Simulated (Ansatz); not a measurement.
# C₂HCl₂F₃: small, medium and large basis sets

How large a basis does C₂HCl₂F₃ need? Two functionals are run in growing sets.

Method: one geometry, several basis sets; program: Ansatz 0.2.0, Gaussian basis.

The runs, in order: PBE0-D4/def2-SVP; ωB97M-V/def2-SVP; PBE0-D4/def2-QZVPP; ωB97M-V/def2-QZVPP; the functionals' def2-TZVPP values are taken from earlier runs.

### Step 1. Structure used throughout

An earlier PBE0-D4 in a triple-zeta def2 set relaxation fixed the geometry.

SMILES `FC(F)(F)C(Cl)Cl`, 8 atoms, charge 0, spin multiplicity 1.

Atoms are counted from 1 here; the program's logs count them from 0.

Bond lengths: F1–C2 1.332 Å, C2–F3 1.332 Å, C2–F4 1.325 Å, C2–C5 1.533 Å, C5–Cl6 1.757 Å, C5–Cl7 1.757 Å, C5–H8 1.088 Å. Angles: F1–C2–F3 107.8°, F1–C2–F4 108.6°, F1–C2–C5 109.7°, F3–C2–F4 108.6°, F3–C2–C5 109.7°, F4–C2–C5 112.5°, C2–C5–Cl6 110.2°, C2–C5–Cl7 110.2°, C2–C5–H8 107.9°, Cl6–C5–Cl7 112.2°, Cl6–C5–H8 108.1°, Cl7–C5–H8 108.1°.

### Step 2. PBE0-D4 in def2-SVP

File in.yaml:

```yaml
crystal:
  periodic: [false, false, false]
  atoms:
    - {symbol: F, position_ang: [-0.219016, -1.334750, 1.157113]}
    - {symbol: C, position_ang: [0.179787, -0.765065, 0.020535]}
    - {symbol: F, position_ang: [1.491717, -0.966376, -0.096562]}
    - {symbol: F, position_ang: [-0.430683, -1.366686, -0.989279]}
    - {symbol: C, position_ang: [-0.109666, 0.739518, 0.067645]}
    - {symbol: Cl, position_ang: [-1.826914, 1.018605, 0.310040]}
    - {symbol: Cl, position_ang: [0.490537, 1.517624, -1.388344]}
    - {symbol: H, position_ang: [0.424229, 1.157119, 0.918844]}
basis:
  gaussian: {orbitals: def2-SVP}
hamiltonian: {xc: pbe0, dispersion: d4}
output: {orbitals: {seedname: orbitals}}
```

Started as:

```bash
$ ansatz run in.yaml --threads 4 --pin off --events-out ev --progress --plain --max-ram 10444MiB
```

The runs that follow: ωB97M-V in def2-SVP; PBE0-D4 in def2-QZVPP; ωB97M-V in def2-QZVPP.

**Question.** What will the summary of the whole plan be? Wanted: PBE0-D4: double and triple zeta above quadruple; ωB97M-V: double and triple zeta above quadruple.

The runs gave:

| quantity | value |
| --- | --- |
| PBE0-D4: double and triple zeta above quadruple | 22.18, 1.24 eV |
| ωB97M-V: double and triple zeta above quadruple | 22.26, 1.18 eV |

What this shows: PBE0-D4 gains 20.94 eV from double to triple zeta, then 1.24 eV more. These are total energies; as a rule much of such shifts cancels in differences, which this series doesn't test. The LUMO of ωB97M-V is positive and keeps falling with the basis (2.57 to 1.44 eV): an unbound level that the basis holds in place.
